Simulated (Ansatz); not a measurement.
# CH4O2Si, SMILES O=C[SiH2]O: vertical spin-state energies

With Ansatz 0.2.0, Python API.

Run as a notebook:

In [1]:
```python
import ansatz
from ase import Atoms

BASIS_SET = "cc-pVTZ"
XC = "pbe"

atoms = Atoms(["O", "C", "Si", "O", "H", "H", "H", "H"], positions=[
    (-1.1195, 0.4585, -1.5212),
    (-0.2118, 0.9015, -0.8887),
    (0.386, -0.1536, 0.5158),
    (-0.3782, -1.5514, 0.7274),
    (0.3195, 1.8438, -1.1006),
    (0.3689, 0.6155, 1.8059),
    (1.8675, -0.5225, 0.3201),
    (-1.1404, -1.6489, 0.0855),
])
ch4o2si = ansatz.Crystal.molecule_from_ase(atoms)
```

In [2]:
```python
job = (
    ch4o2si.calculation()
    .basis(gaussian=BASIS_SET)
    .functional(XC)
)
found = {}
for unpaired in [0, 2]:
    report = job.spin("collinear", total=unpaired).run().report
    s = unpaired / 2
    found[unpaired] = report["free_energy_ev"]
    print(f"2S+1 = {unpaired + 1}: E = {found[unpaired]:.5f} eV, <S^2> = {abs(report['mean_field']['state']['spin_squared']):.3f} (pure state {s * (s + 1):.2f})")
lowest = min(found, key=found.get)
for unpaired, e in found.items():
    print(f"multiplicity {unpaired + 1}: {96.485332 * (e - found[lowest]):.1f} kJ/mol above the lowest")
```
```text
2S+1 = 1: E = -13066.30089 eV, <S^2> = 0.000 (pure state 0.00)
2S+1 = 3: E = -13063.79626 eV, <S^2> = 2.004 (pure state 2.00)
multiplicity 1: 0.0 kJ/mol above the lowest
multiplicity 3: 241.7 kJ/mol above the lowest
```

In order: multiplicity 1 (+0.00 eV) and multiplicity 3 (+2.50 eV), all at the one geometry.

Reading the output:
- Total energies depend on the basis set; only differences at equal settings carry meaning.
- The geometry is a force-field or estimated start, not a minimum of this method, and the basis set is short of its limit. All parts are taken at fixed geometry, without zero-point energy.
- Wall time of the script: 11 s on 1 thread of Arm Neoverse V2, with other jobs on the host, peak memory 0.3 GiB.
